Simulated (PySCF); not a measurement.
# C4H4BFO: the cost of one run

Computed with PySCF 2.14.0, with density-fitted response routines of our own, on a single molecule in the gas phase. Atoms are numbered from 0 throughout.

### 1 Starting geometry

11 atoms, charge 0, multiplicity 1; geometry from: GFN2-xTB. The atoms were then displaced at random by about 0.01 Å, so the start is not that level's minimum.

Bonds of the start (Å): F0–B1 1.29, B1–C2 1.52, C2–C3 1.47, C3–C4 1.32, C4–O5 1.36, O5–C6 1.32, C6–C2 1.39, B1–H7 1.16, C3–H8 1.07, C4–H9 1.07, C6–H10 1.08.

### 2 Geometry optimisation at PBE0-D3(BJ)/def2-SVP

What the job is given:

```
{"job": {"xc": "PBE0", "basis": "def2-SVP", "d3": "d3bj", "grid": 1, "shake": 0.01, "kind": "geom"}, "charge": 0, "multiplicity": 1}
F     -2.679620     0.905090     0.158340
B     -1.940620    -0.127240    -0.076640
C     -0.428490     0.031910    -0.008320
C      0.631880    -0.962340    -0.208160
C      1.793090    -0.357360    -0.053410
O      1.617960     0.959340     0.245720
C      0.318380     1.175900     0.272980
H     -2.468490    -1.123140    -0.333720
H      0.423290    -1.989340    -0.417510
H      2.802040    -0.710430    -0.095000
H     -0.031320     2.171800     0.500070
```

Launch:

```sh
> OMP_NUM_THREADS=1 python probes_run.py task.json out
```

One launch serves the whole session: the jobs run in the order shown.

**Question.** How long does this first job take on 1 thread of Arm Neoverse V1, shared host, and how much memory does it need?

About 39 s, with a peak of 0.5 GiB.
